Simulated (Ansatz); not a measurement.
**CH₈SSi₃: a ladder of functionals and wavefunction methods**

Aim: compute CH₈SSi₃ with functionals from several rungs and with coupled cluster, and see how far each lands from CCSD(T) at the basis-set limit for the atomisation energy.

Method: functionals in def2-TZVPP, the program's frozen cores in correlated methods; program: Ansatz 0.2.0, Gaussian basis.

The runs, in order: PBE-D4, r2SCAN-D4, PBE0-D4, B3LYP-D4, ωB97X-V, ωB97M-V, B2PLYP; CCSD(T)/def2-TZVPP; MP2/def2-QZVPP; extrapolation to the limit.

**1. The geometry**

All runs share one geometry, relaxed beforehand with PBE0-D4 in a triple-zeta def2 set.

SMILES `[SiH3][SiH]1C[SiH2]S1`, 13 atoms, charge 0, spin multiplicity 1.

Atoms are counted from 1 here; the program's logs count them from 0.

Bond lengths: Si1–Si2 2.338 Å, Si1–H6 1.487 Å, Si1–H7 1.490 Å, Si1–H8 1.488 Å, Si2–C3 1.888 Å, Si2–S5 2.163 Å, Si2–H9 1.490 Å, C3–Si4 1.880 Å, C3–H10 1.091 Å, C3–H11 1.091 Å, Si4–S5 2.151 Å, Si4–H12 1.486 Å, Si4–H13 1.486 Å. Angles: Si2–Si1–H6 110.2°, Si2–Si1–H7 111.1°, Si2–Si1–H8 108.8°, H6–Si1–H7 108.9°, H6–Si1–H8 109.1°, H7–Si1–H8 108.7°, Si1–Si2–C3 115.2°, Si1–Si2–S5 110.8°, Si1–Si2–H9 110.7°, C3–Si2–S5 95.0°, C3–Si2–H9 113.0°, S5–Si2–H9 111.1°, Si2–C3–Si4 91.7°, Si2–C3–H10 113.2°, Si2–C3–H11 114.4°, Si4–C3–H10 113.7°, Si4–C3–H11 113.9°, H10–C3–H11 109.1° and more.

As a file:

```
Si   -2.3868   -0.1893    0.0349
Si   -0.2229    0.1026    0.8711
C     1.1277   -0.8472   -0.0443
Si    1.9389    0.7480   -0.6201
S     0.5425    2.0592    0.3588
H    -3.2923    0.8602    0.5740
H    -2.9271   -1.5279    0.4029
H    -2.3470   -0.0815   -1.4487
H    -0.1936   -0.1168    2.3446
H     1.7569   -1.4448    0.6167
H     0.7634   -1.4769   -0.8569
H     1.9348    0.9340   -2.0946
H     3.3260    0.9457   -0.1238
```

**2. PBE-D4 (GGA)**

in.yaml

```yaml
crystal:
  periodic: [false, false, false]
  atoms:
    - {symbol: Si, position_ang: [-2.386836, -0.189329, 0.034946]}
    - {symbol: Si, position_ang: [-0.222947, 0.102602, 0.871150]}
    - {symbol: C, position_ang: [1.127664, -0.847190, -0.044321]}
    - {symbol: Si, position_ang: [1.938917, 0.748041, -0.620063]}
    - {symbol: S, position_ang: [0.542506, 2.059199, 0.358766]}
    - {symbol: H, position_ang: [-3.292278, 0.860184, 0.574015]}
    - {symbol: H, position_ang: [-2.927122, -1.527941, 0.402869]}
    - {symbol: H, position_ang: [-2.347031, -0.081525, -1.448687]}
    - {symbol: H, position_ang: [-0.193556, -0.116798, 2.344575]}
    - {symbol: H, position_ang: [1.756936, -1.444756, 0.616741]}
    - {symbol: H, position_ang: [0.763383, -1.476885, -0.856944]}
    - {symbol: H, position_ang: [1.934765, 0.934046, -2.094573]}
    - {symbol: H, position_ang: [3.326000, 0.945750, -0.123774]}
basis:
  gaussian: {orbitals: def2-TZVPP}
hamiltonian: {xc: pbe, dispersion: d4}
output: {forces: true, orbitals: {seedname: orbitals}}
```

On the command line:

```bash
$ ansatz run in.yaml --threads 4 --pin off --events-out ev --progress --plain --max-ram 10444MiB
```

Standard output, cut to the lines that bear on the results:

```text
Functional definition: PBE
  name "PBE"
  cite "Perdew, Burke & Ernzerhof, Phys. Rev. Lett. 77, 3865 (1996) doi:10.1103/PhysRevLett.77.3865"
  parent pbe
[...]
1800 factors; their error is unknown
[...]
mean field -35620.11426082 eV, -1309.0150549046 hartree, gradient 1.8e-5 eV, S^2 0.000000; 0 other end points of the search recorded, 0 dependent functions left out
[...]
reference -35620.11431294 eV, -1309.0150568198 hartree; 36, 36 occupied and 275, 275 virtual orbitals, 1800 factors
Total energy: -35620.53130711 eV, -1309.0303810729 hartree
Atom 0 at    -2.386836    -0.189329     0.034946 Å, force     0.080387     0.004205     0.034172 eV/Å
Atom 1 at    -0.222947     0.102602     0.871150 Å, force    -0.130113    -0.048904     0.002501 eV/Å
Atom 2 at     1.127664    -0.847190    -0.044321 Å, force     0.016751    -0.050508    -0.011896 eV/Å
Atom 3 at     1.938917     0.748041    -0.620063 Å, force     0.051769    -0.006223    -0.041277 eV/Å
Atom 4 at     0.542506     2.059199     0.358766 Å, force    -0.074298     0.370605     0.055995 eV/Å
Atom 5 at    -3.292278     0.860184     0.574015 Å, force    -0.098397     0.104546     0.050592 eV/Å
Atom 6 at    -2.927122    -1.527941     0.402869 Å, force    -0.063610    -0.134616     0.034398 eV/Å
Atom 7 at    -2.347031    -0.081525    -1.448687 Å, force    -0.002382     0.011221    -0.147929 eV/Å
Atom 8 at    -0.193556    -0.116798     2.344575 Å, force     0.000988    -0.029682     0.168154 eV/Å
Atom 9 at     1.756936    -1.444756     0.616741 Å, force     0.115316    -0.127723     0.118481 eV/Å
Atom 10 at     0.763383    -1.476885    -0.856944 Å, force    -0.062848    -0.131052    -0.146882 eV/Å
Atom 11 at     1.934765     0.934046    -2.094573 Å, force     0.008325     0.018257    -0.165460 eV/Å
Atom 12 at     3.326000     0.945750    -0.123774 Å, force     0.158113     0.019873     0.049152 eV/Å
Dipole moment:     0.087700    -0.370480    -0.041974 e Å
```

It took 4.2 s on 4 threads of Arm Neoverse V1, shared host; peak memory 0.56 GiB.

Atomisation energy: 4280.7 kJ/mol (free atoms -35576.165 eV, run apart). HOMO -6.01 eV, LUMO -1.63 eV.

**3. r2SCAN-D4 (meta-GGA)**

in.yaml: that of step 2 with these lines changed.

```diff
@@ -18,3 +18,3 @@
   gaussian: {orbitals: def2-TZVPP}
-hamiltonian: {xc: pbe, dispersion: d4}
+hamiltonian: {xc: r2scan, dispersion: d4}
 output: {forces: true, orbitals: {seedname: orbitals}}
```

The command is unchanged.

Standard output, cut to the lines that bear on the results:

```text
Functional definition: r2SCAN
  name "r2SCAN"
  cite "Furness, Kaplan, Ning, Perdew & Sun, J. Phys. Chem. Lett. 11, 8208 (2020) doi:10.1021/acs.jpclett.0c02405"
  cite "Furness, Kaplan, Ning, Perdew & Sun, J. Phys. Chem. Lett. 11, 9248 (2020) doi:10.1021/acs.jpclett.0c03077"
  parent r2scan
[...]
1800 factors; their error is unknown
[...]
mean field -35635.27209291 eV, -1309.5720949594 hartree, gradient 7.9e-5 eV, S^2 0.000000; 0 other end points of the search recorded, 0 dependent functions left out
[...]
reference -35635.27210900 eV, -1309.5720955509 hartree; 36, 36 occupied and 275, 275 virtual orbitals, 1800 factors
Total energy: -35635.37299812 eV, -1309.5758031577 hartree
Atom 0 at    -2.386836    -0.189329     0.034946 Å, force    -0.025455    -0.008151    -0.003653 eV/Å
Atom 1 at    -0.222947     0.102602     0.871150 Å, force    -0.018847    -0.028430     0.024030 eV/Å
[...]
Atom 3 at     1.938917     0.748041    -0.620063 Å, force     0.032010    -0.012172    -0.023819 eV/Å
Atom 4 at     0.542506     2.059199     0.358766 Å, force    -0.013987     0.138755     0.015877 eV/Å
Atom 5 at    -3.292278     0.860184     0.574015 Å, force     0.008903    -0.020629    -0.013944 eV/Å
Atom 6 at    -2.927122    -1.527941     0.402869 Å, force     0.001183     0.023486    -0.009741 eV/Å
Atom 7 at    -2.347031    -0.081525    -1.448687 Å, force    -0.007993    -0.001810     0.024677 eV/Å
Atom 8 at    -0.193556    -0.116798     2.344575 Å, force     0.003208    -0.002749    -0.006855 eV/Å
Atom 9 at     1.756936    -1.444756     0.616741 Å, force    -0.010862    -0.012929    -0.018104 eV/Å
Atom 10 at     0.763383    -1.476885    -0.856944 Å, force     0.015433    -0.011353     0.016160 eV/Å
Atom 11 at     1.934765     0.934046    -2.094573 Å, force     0.006696    -0.005833     0.022014 eV/Å
Atom 12 at     3.326000     0.945750    -0.123774 Å, force    -0.019097    -0.005594    -0.012307 eV/Å
Dipole moment:     0.087315    -0.389579    -0.044942 e Å
```

Wall time 8.5 s (4 threads of Arm Neoverse V1, shared host); peak memory 0.59 GiB.

With the free atoms at this level, -35590.856 eV in sum, the atomisation energy is 4295.2 kJ/mol. HOMO -6.26 eV, LUMO -1.36 eV.

**4. PBE0-D4 (hybrid)**

in.yaml: that of step 3 with these lines changed.

```diff
@@ -18,3 +18,3 @@
   gaussian: {orbitals: def2-TZVPP}
-hamiltonian: {xc: r2scan, dispersion: d4}
-output: {forces: true, orbitals: {seedname: orbitals}}
+hamiltonian: {xc: pbe0, dispersion: d4}
+output: {orbitals: {seedname: orbitals}}
```

The command is unchanged.

Standard output:

```text
Functional definition: PBE0
  name "PBE0"
  cite "Adamo & Barone, J. Chem. Phys. 110, 6158 (1999) doi:10.1063/1.478522"
  cite "Perdew, Burke & Ernzerhof, Phys. Rev. Lett. 77, 3865 (1996) doi:10.1103/PhysRevLett.77.3865"
  parent pbe
  parameter a = 0.25
  parameter kappa = 0.804
  parameter beta = 0.06672455060314922
  exchange = (1 - a)*pbe_x(kappa = kappa, mu = beta*pi^2/3) + a*exact_x
  correlation = pbe_c(beta = beta)
1840 factors; their error is unknown
mean field evaluation 1: about -35617.7521 eV, gradient 5.1e1 eV
mean field evaluation 2: about -35612.8939 eV, gradient 6.2e1 eV
mean field evaluation 4: about -35623.6485 eV, gradient 3.9e0 eV
mean field evaluation 8: about -35623.6872 eV, gradient 3.4e-2 eV
mean field evaluation 16: about -35623.7415 eV, gradient 3.1e-5 eV
mean field -35623.74151817 eV, -1309.1483541536 hartree, gradient 3.1e-5 eV, S^2 0.000000; 0 other end points of the search recorded, 0 dependent functions left out
reference -35623.74155743 eV, -1309.1483555963 hartree; 36, 36 occupied and 275, 275 virtual orbitals, 1840 factors
Total energy: -35624.10043351 eV, -1309.1615440488 hartree
```

It took 6.5 s on 4 threads of Arm Neoverse V1, shared host; peak memory 1.1 GiB.

With the free atoms at this level, -35579.863 eV in sum, the atomisation energy is 4268.3 kJ/mol. HOMO -7.12 eV, LUMO -0.81 eV.

**5. B3LYP-D4 (hybrid)**

B3LYP here takes the VWN-RPA correlation.

in.yaml: that of step 4 with these lines changed.

```diff
@@ -18,3 +18,3 @@
   gaussian: {orbitals: def2-TZVPP}
-hamiltonian: {xc: pbe0, dispersion: d4}
-output: {orbitals: {seedname: orbitals}}
+hamiltonian: {xc: {name: B3LYP}, dispersion: d4}
+output: {forces: true, orbitals: {seedname: orbitals}}
```

The command is unchanged.

Standard output, cut to the lines that bear on the results:

```text
Functional definition: B3LYP
  name "B3LYP"
  cite "Stephens, Devlin, Chabalowski & Frisch, J. Phys. Chem. 98, 11623 (1994) doi:10.1021/j100096a001"
  cite "Becke, Phys. Rev. A 38, 3098 (1988) doi:10.1103/PhysRevA.38.3098"
  cite "Lee, Yang & Parr, Phys. Rev. B 37, 785 (1988) doi:10.1103/PhysRevB.37.785"
  cite "Vosko, Wilk & Nusair, Can. J. Phys. 58, 1200 (1980) doi:10.1139/p80-159"
[...]
1821 factors; their error is unknown
[...]
mean field -35641.03375101 eV, -1309.7838319891 hartree, gradient 3.5e-5 eV, S^2 0.000000; 0 other end points of the search recorded, 0 dependent functions left out
[...]
reference -35641.03407841 eV, -1309.7838440212 hartree; 36, 36 occupied and 275, 275 virtual orbitals, 1821 factors
Total energy: -35641.71297389 eV, -1309.8087929699 hartree
Atom 0 at    -2.386836    -0.189329     0.034946 Å, force    -0.106070    -0.014880    -0.044149 eV/Å
[...]
Atom 3 at     1.938917     0.748041    -0.620063 Å, force     0.305805     0.028543    -0.215657 eV/Å
Atom 4 at     0.542506     2.059199     0.358766 Å, force    -0.036196     0.212869     0.029015 eV/Å
Atom 5 at    -3.292278     0.860184     0.574015 Å, force     0.047737    -0.065847    -0.036258 eV/Å
Atom 6 at    -2.927122    -1.527941     0.402869 Å, force     0.025286     0.079312    -0.025487 eV/Å
Atom 7 at    -2.347031    -0.081525    -1.448687 Å, force    -0.009288    -0.008000     0.089865 eV/Å
Atom 8 at    -0.193556    -0.116798     2.344575 Å, force     0.000236     0.006326    -0.088031 eV/Å
Atom 9 at     1.756936    -1.444756     0.616741 Å, force    -0.040030     0.016804    -0.055497 eV/Å
Atom 10 at     0.763383    -1.476885    -0.856944 Å, force     0.033078     0.021195     0.059386 eV/Å
Atom 11 at     1.934765     0.934046    -2.094573 Å, force     0.008966    -0.016957     0.095528 eV/Å
Atom 12 at     3.326000     0.945750    -0.123774 Å, force    -0.087474    -0.018019    -0.040059 eV/Å
Dipole moment:     0.086739    -0.382951    -0.040611 e Å
```

Wall time 10 s (4 threads of Arm Neoverse V1, shared host); peak memory 1.2 GiB.

Atomisation energy: 4262.3 kJ/mol (free atoms -35597.537 eV, run apart). HOMO -6.89 eV, LUMO -0.96 eV.

[end of part 1 of 2]
